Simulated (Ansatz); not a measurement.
# CH₇FSSi₂: one species, many methods

The task here is to estimate one member of a computed series from the others.

The runs use Ansatz 0.2.0, Gaussian basis; functionals in def2-TZVPP, the program's frozen cores in correlated methods.

Plan: PBE-D4, r2SCAN-D4, PBE0-D4, B3LYP-D4, ωB97X-V, ωB97M-V, B2PLYP; CCSD(T)/def2-TZVPP; MP2/def2-QZVPP; extrapolation to the limit.

## The geometry

All runs share one geometry, relaxed beforehand with PBE0-D4 in a triple-zeta def2 set.

SMILES `C[SiH](F)[SiH2]S`, 12 atoms, charge 0, spin multiplicity 1.

Atoms are counted from 1 here; the program's logs count them from 0.

Bond lengths: C1–Si2 1.857 Å, C1–H6 1.094 Å, C1–H7 1.092 Å, C1–H8 1.093 Å, Si2–F3 1.608 Å, Si2–Si4 2.348 Å, Si2–H9 1.489 Å, Si4–S5 2.145 Å, Si4–H10 1.488 Å, Si4–H11 1.490 Å, S5–H12 1.344 Å. Angles: Si2–C1–H6 109.9°, Si2–C1–H7 111.2°, Si2–C1–H8 110.7°, H6–C1–H7 108.0°, H6–C1–H8 108.2°, H7–C1–H8 108.6°, C1–Si2–F3 109.1°, C1–Si2–Si4 111.8°, C1–Si2–H9 110.8°, F3–Si2–Si4 108.6°, F3–Si2–H9 106.9°, Si4–Si2–H9 109.5°, Si2–Si4–S5 106.1°, Si2–Si4–H10 112.0°, Si2–Si4–H11 109.3°, S5–Si4–H10 111.2°, S5–Si4–H11 110.5°, H10–Si4–H11 107.8° and more.

The first run:

Input file in.yaml:

```yaml
crystal:
  periodic: [false, false, false]
  atoms:
    - {symbol: C, position_ang: [-1.660669, -0.597921, 0.771893]}
    - {symbol: Si, position_ang: [0.180661, -0.839942, 0.788345]}
    - {symbol: F, position_ang: [0.764135, -0.339745, 2.201254]}
    - {symbol: Si, position_ang: [1.233876, 0.368543, -0.927336]}
    - {symbol: S, position_ang: [0.430736, 2.354863, -0.833300]}
    - {symbol: H, position_ang: [-2.077164, -0.969476, -0.168649]}
    - {symbol: H, position_ang: [-1.921082, 0.458857, 0.862209]}
    - {symbol: H, position_ang: [-2.130045, -1.144436, 1.593419]}
    - {symbol: H, position_ang: [0.525870, -2.282931, 0.663061]}
    - {symbol: H, position_ang: [2.713929, 0.377877, -0.775303]}
    - {symbol: H, position_ang: [0.915814, -0.260924, -2.240241]}
    - {symbol: H, position_ang: [1.100839, 2.820135, -1.901353]}
basis:
  gaussian: {orbitals: def2-TZVPP}
hamiltonian: {xc: pbe, dispersion: d4}
output: {forces: true, orbitals: {seedname: orbitals}}
```

Command:

```sh
> ansatz run in.yaml --threads 4 --pin off --events-out ev --progress --plain --max-ram 10444MiB
```

Steps of the session up to this table: PBE-D4 (GGA); r2SCAN-D4 (meta-GGA); PBE0-D4 (hybrid); B3LYP-D4 (hybrid); ωB97X-V (range-separated); ωB97M-V (range-separated); B2PLYP (double hybrid); CCSD(T) in def2-TZVPP; MP2 in def2-QZVPP.

One table of the session follows, with a row left open; its other results are not shown here.

It belongs to the step «Atomisation energies». 

```
            method  atomisation energy (eV)
            PBE-D4                   42.571
         r2SCAN-D4                   42.532
           PBE0-D4                   42.189
          B3LYP-D4                   42.299
           ωB97X-V                        ?
           ωB97M-V                   42.543
            B2PLYP                   41.799
     HF/def2-TZVPP                   31.944
    MP2/def2-TZVPP                   41.666
   CCSD/def2-TZVPP                   40.860
CCSD(T)/def2-TZVPP                   41.359
           MP2/CBS                   42.839
       CCSD(T)/CBS                   42.532
```

Q: Estimate the row for ωB97X-V from the others.

As computed: atomisation energy (eV): 42.730. In the column «atomisation energy (eV)» it lies between PBE-D4 (42.571) and MP2/CBS (42.839).

Caveats from the session: Free atoms (1 C, 2 Si, 1 F, 1 S, 7 H) were run apart at each level; the atomisation energy is their sum less the molecule, without zero-point or spin-orbit terms.
